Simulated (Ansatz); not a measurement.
# BSeS− (SMILES S=B[Se-]): single points off equilibrium

The task here is to estimate one member of a computed series from the others.

Computed with Ansatz 0.2.0, Gaussian basis. Level: single points in def2-TZVPPD.

Correlated methods freeze the cores. Filled d shells of the heavier atoms are correlated. B3LYP uses VWN-RPA correlation.

**Starting geometry**

SMILES `S=B[Se-]`, 3 atoms, charge -1, spin multiplicity 1.

Atoms are counted from 1 here; the program's logs count them from 0.

Bond lengths: S1–B2 1.510 Å, B2–Se3 1.783 Å. Angles: S1–B2–Se3 172.9°.

Coordinates:

```xyz
3
BSSe
S    -1.1206    0.8106   -0.5945
B    -0.0040   -0.0106    0.0057
Se    1.4464   -0.8115    0.6645
```

Set-up of the first run:

run/in.yaml reads:

```yaml
crystal:
  periodic: [false, false, false]
  atoms:
    - {symbol: S, position_ang: [-1.120600, 0.810600, -0.594500]}
    - {symbol: B, position_ang: [-0.004000, -0.010600, 0.005700]}
    - {symbol: Se, position_ang: [1.446400, -0.811500, 0.664500]}
basis:
  gaussian: {orbitals: "def2-TZVPPD.json"}
total_charge: -1
correlation: {method: ccsd_t}
output: {forces: true}
```

The basis file named in the input lies beside it (Basis Set Exchange, JSON).

No record of the launch command was kept for these runs.

Steps of the session up to this table: CCSD(T)/def2-TZVPPD; PBE0-D4/def2-TZVPPD; wB97M-V/def2-TZVPPD; r2SCAN-D4/def2-TZVPPD; PBE-D4/def2-TZVPPD; B3LYP-D4/def2-TZVPPD; wB97X-V/def2-TZVPPD.

One of the session's tables, all rows but one given; the rest of the session is left out.

| method | RMS force component (eV/Å) | angle to CCSD(T) forces (°) |
| --- | --- | --- |
| CCSD(T) | 3.743 | reference |
| PBE0-D4 | 3.558 | 1.4 |
| wB97M-V | 3.503 | 0.9 |
| r2SCAN-D4 | ? | ? |
| PBE-D4 | 3.670 | 0.2 |
| B3LYP-D4 | 3.527 | 0.3 |
| wB97X-V | 3.553 | 1.0 |

Estimate the missing values for r2SCAN-D4.

**Answer.** RMS force component (eV/Å): 3.621; angle to CCSD(T) forces (°): 1.5. In the column «RMS force component (eV/Å)» it lies between PBE0-D4 (3.558) and PBE-D4 (3.670).
